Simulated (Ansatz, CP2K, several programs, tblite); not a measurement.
Energy against volume for Mg3SnO (antiperovskite), at fixed shape and fractional coordinates, computed by several methods (PBE and r2SCAN, where shown, with plane waves in Ansatz); the cell shown is that of r2SCAN. It is cubic, Pm-3m (No. 221); conventional cell a = 4.345 Å, 16.41 Å³ an atom. Sn is surrounded by 12 Mg at 3.07 Å; O is surrounded by 6 Mg at 2.17 Å; Mg is surrounded by 2 O at 2.17 Å and 4 Sn at 3.07 Å. The cell comes from a prototype generator: it can be a known phase or a hypothetical one. Spin polarisation is off. Energies count from each curve's lowest point; fits are third-order Birch-Murnaghan.

```cif
data_structure
_symmetry_space_group_name_H-M 'P 1'
_symmetry_Int_Tables_number 1
_cell_length_a 4.3451
_cell_length_b 4.3451
_cell_length_c 4.3451
_cell_angle_alpha 90.000
_cell_angle_beta 90.000
_cell_angle_gamma 90.000
_cell_volume 82.04
loop_
_atom_site_label
_atom_site_type_symbol
_atom_site_fract_x
_atom_site_fract_y
_atom_site_fract_z
_atom_site_occupancy
Sn1 Sn 0.00000 0.00000 0.00000 1
O1 O 0.50000 0.50000 0.50000 1
Mg1 Mg 0.50000 0.50000 0.00000 1
Mg2 Mg 0.50000 0.00000 0.50000 1
Mg3 Mg 0.00000 0.50000 0.50000 1
```

r2SCAN, on the shape of its own relaxed cell:
```
V (Å³/atom)  E (meV/atom)
     15.423         15.72
     15.915          3.72
     16.407          0.00
     16.900          3.30
     17.392         12.77
```
V₀ = 16.41 Å³ an atom and B₀ = 77 GPa.

PBE/SZV (CP2K), on the shape of the cell shown:
```tsv
V (Å³/atom)	E (meV/atom)
14.438	320.55
15.423	190.63
16.407	100.60
17.392	39.88
18.376	0.00
```
The lowest point is an end point, so the minimum isn't bracketed.

light PBE (260 eV, its own mesh), on the shape of the cell shown:
```
V (Å³/atom)  E (meV/atom)
     15.095        143.66
     15.751         75.14
     16.407         65.42
     17.064          0.00
     17.720         36.10
     18.376         55.55
```
The points scatter about a smooth fit, as a low cutoff and a light mesh can make them, so no fit is quoted.

GFN1-xTB (tblite), on the shape of the cell shown, as a cluster of 40 atoms at the zone centre:
```
V (Å³/atom)  E (meV/atom)
     14.438        292.27
     15.423        158.09
     16.407         72.38
     17.392         22.73
     18.376          0.00
```
The lowest point is an end point, so the minimum isn't bracketed.

**Question.** PBE, on the shape of its own relaxed cell, gives
```tsv
V (Å³/atom)	E (meV/atom)
15.893	15.18
16.400	3.62
16.907	0.00
17.414	3.09
17.922	11.88
```
What equilibrium volume and bulk modulus follow?

**Answer.** V₀ = 16.91 Å³ an atom and B₀ = 70 GPa.
